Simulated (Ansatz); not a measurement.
# PBE0/cc-pVDZ run of C3H10Si (trimethylsilane)

What is the electronic atomisation energy of C3H10Si (trimethylsilane) at PBE0/cc-pVDZ? 

The calculation is run with Ansatz 0.2.0.

46 further runs of the same task are left out: 1 that didn't finish, 45 set aside as unsound or not needed.

## (1) The structure to begin with

C3H10Si: 14 atoms, total charge 0, spin state singlet. As SMILES, `C[SiH](C)C`. The coordinates come from a PBE0-D4/def2-TZVP relaxation.

Bond lengths: C1–Si2 1.874 Å, Si2–C3 1.874 Å, Si2–C4 1.874 Å, C1–H5 1.093 Å, C1–H6 1.093 Å, C1–H7 1.094 Å, Si2–H8 1.494 Å, C3–H9 1.094 Å, C3–H10 1.093 Å, C3–H11 1.093 Å, C4–H12 1.093 Å, C4–H13 1.094 Å, C4–H14 1.093 Å. Some angles: C1–Si2–C3 110.3°, C1–Si2–C4 110.3°, C3–Si2–C4 110.3°, C1–Si2–H8 108.6°, C3–Si2–H8 108.6°, C4–Si2–H8 108.6°, Si2–C1–H5 111.2°, Si2–C1–H6 111.1°, Si2–C1–H7 110.9°, Si2–C3–H9 110.9°.

## (2) The energy at PBE0/cc-pVDZ

The input, in.yaml:

```yaml
crystal:
  periodic: [false, false, false]
  atoms:
    - {symbol: C, position_ang: [-0.956800, 1.082600, -1.038400]}
    - {symbol: Si, position_ang: [-0.338800, -0.014600, 0.348900]}
    - {symbol: C, position_ang: [1.239400, 0.684100, 1.077800]}
    - {symbol: C, position_ang: [-0.051300, -1.756700, -0.277600]}
    - {symbol: H, position_ang: [-1.888100, 0.697200, -1.460900]}
    - {symbol: H, position_ang: [-1.145900, 2.098700, -0.683100]}
    - {symbol: H, position_ang: [-0.221600, 1.141300, -1.845900]}
    - {symbol: H, position_ang: [-1.379500, -0.059300, 1.420400]}
    - {symbol: H, position_ang: [2.029000, 0.733500, 0.322800]}
    - {symbol: H, position_ang: [1.601800, 0.063500, 1.901200]}
    - {symbol: H, position_ang: [1.081800, 1.694100, 1.464300]}
    - {symbol: H, position_ang: [-0.968800, -2.184000, -0.689800]}
    - {symbol: H, position_ang: [0.706900, -1.767300, -1.065700]}
    - {symbol: H, position_ang: [0.291900, -2.413100, 0.526000]}
basis:
  gaussian: {orbitals: cc-pVDZ}
output: {orbitals: {seedname: orbitals}}
hamiltonian: {xc: {name: PBE0}}
accuracy: high
```

The run is started by

```sh
$ ansatz run in.yaml --threads 1 --pin off --max-ram 3480MiB --events-out events.jsonl --progress --plain --runs-dir runs
```

Output:

```text
Warning: RAYON_NUM_THREADS=1 ignored (pool sized by the plan → 1); use --threads N
Functional definition: PBE0
  name "PBE0"
  parameter a = 0.25
  parameter kappa = 0.804
  parameter beta = 0.06672455060314922
  exchange = (1 - a)*pbe_x(kappa = kappa, mu = beta*pi^2/3) + a*exact_x
  correlation = pbe_c(beta = beta)
2718 factors; integrals over basis functions are off by at most 4.0e-9 eV
mean field evaluation 1: about -11134.9698 eV, gradient 6.5e1 eV
mean field evaluation 2: about -11133.1050 eV, gradient 6.7e1 eV
mean field evaluation 4: about -11144.9753 eV, gradient 1.1e0 eV
mean field evaluation 8: about -11145.2125 eV, gradient 7.0e-2 eV
mean field evaluation 16: about -11145.2125 eV, gradient 1.4e-6 eV
mean field -11145.21254752 eV, -409.5790066250 hartree, gradient 6.9e-8 eV, S^2 0.000000; 0 other end points of the search recorded, 0 dependent functions left out
reference -11145.21255039 eV, -409.5790067303 hartree; 21, 21 occupied and 89, 89 virtual orbitals, 2718 factors
Total energy: -11145.21255039 eV, -409.5790067303 hartree
```

Wall time 15 s (1 thread of Arm Neoverse V1, shared host); peak memory 0.44 GiB.

## (3) The C atom, same level

The input, job.yaml:

```yaml
crystal:
  periodic: [false, false, false]
  atoms:
    - {symbol: C, position_ang: [0.000000, 0.000000, 0.000000]}
basis:
  gaussian: {orbitals: cc-pVDZ}
magnetization: {spin_polarized: true, initial_magnetization: 2}
hamiltonian: {xc: pbe0}
accuracy: high
```

Run the same way, it converges to -37.79901 Eh (log not shown).

## (4) The H atom at the same level

The input, in.yaml:

```yaml
crystal:
  periodic: [false, false, false]
  atoms:
    - {symbol: H, position_ang: [0.000000, 0.000000, 0.000000]}
basis:
  gaussian:
    orbitals: cc-pVDZ
magnetization:
  spin_polarized: true
  initial_magnetization: 1
hamiltonian:
  xc: {name: PBE0}
accuracy: high
```

The run is started by

```sh
$ ansatz run in.yaml --threads 1 --pin off --max-ram 3480MiB --events-out events.jsonl --progress --plain --runs-dir runs
```

Output (excerpt; [...] marks lines left out):

```text
Warning: RAYON_NUM_THREADS=1 ignored (pool sized by the plan → 1); use --threads N
[... 7 set-up lines as earlier in the session ...]
15 factors; integrals over basis functions are off by at most 4.6e-8 eV
mean field evaluation 1: about -13.6122 eV, gradient 3.3e-1 eV
mean field evaluation 2: about -13.6122 eV, gradient 3.3e-1 eV
mean field evaluation 4: about -13.6136 eV, gradient 4.5e-6 eV
mean field evaluation 8: about -13.6136 eV, gradient 8.9e-11 eV
mean field -13.61357941 eV, -0.5002898156 hartree, gradient 1.3e-10 eV, S^2 0.750000; 0 other end points of the search recorded, 0 dependent functions left out
reference -13.61358076 eV, -0.5002898653 hartree; 1, 0 occupied and 4, 5 virtual orbitals, 15 factors
Total energy: -13.61358076 eV, -0.5002898653 hartree
```

Run time: 0.12 s. Hardware: 1 thread of Arm Neoverse V1, shared host.

## (5) The Si atom at the same level

The input, molecule.yaml:

```yaml
basis:
  gaussian: {orbitals: cc-pVDZ}
crystal:
  periodic: [false, false, false]
  atoms:
    - symbol: Si
      position_ang: [0.000000, 0.000000, 0.000000]
accuracy: high
magnetization: {spin_polarized: true, initial_magnetization: 2}
hamiltonian: {xc: pbe0}
```

The run is started by

```sh
$ ansatz run molecule.yaml --threads 1 --pin off --max-ram 3480MiB --events-out events.jsonl --progress --plain --runs-dir runs
```

Output (excerpt; [...] marks lines left out):

```text
Warning: RAYON_NUM_THREADS=1 ignored (pool sized by the plan → 1); use --threads N
[... 7 set-up lines as earlier in the session ...]
144 factors; integrals over basis functions are off by at most 3.2e-9 eV
mean field evaluation 1: about -7870.7604 eV, gradient 2.1e0 eV
mean field evaluation 2: about -7870.8166 eV, gradient 5.1e-1 eV
mean field evaluation 4: about -7870.8214 eV, gradient 1.3e-1 eV
mean field evaluation 8: about -7870.8215 eV, gradient 2.9e-4 eV
mean field -7870.82154183 eV, -289.2473566279 hartree, gradient 1.2e-8 eV, S^2 2.004404; 0 other end points of the search recorded, 0 dependent functions left out
reference -7870.82154328 eV, -289.2473566810 hartree; 8, 6 occupied and 10, 12 virtual orbitals, 144 factors
Total energy: -7870.82154328 eV, -289.2473566810 hartree
```

It took 0.58 s on 1 thread of Arm Neoverse V1, shared host.

## (6) Summary of results

At PBE0/cc-pVDZ:

```
                     quantity          value
       molecule: total energy  -409.57901 Eh
        molecule: HOMO energy       -8.44 eV
        molecule: LUMO energy        1.78 eV
      molecule: HOMO–LUMO gap       10.23 eV
         C atom: total energy   -37.79901 Eh
                 C atom: ⟨S²⟩          2.003
         H atom: total energy    -0.50029 Eh
                 H atom: ⟨S²⟩          0.750
        Si atom: total energy  -289.24736 Eh
                Si atom: ⟨S²⟩          2.004
electronic atomisation energy      52.565 eV
```

What this shows: Taking the molecule apart into free atoms costs 52.56 eV (1212 kcal/mol), before zero-point energy and without spin-orbit coupling.
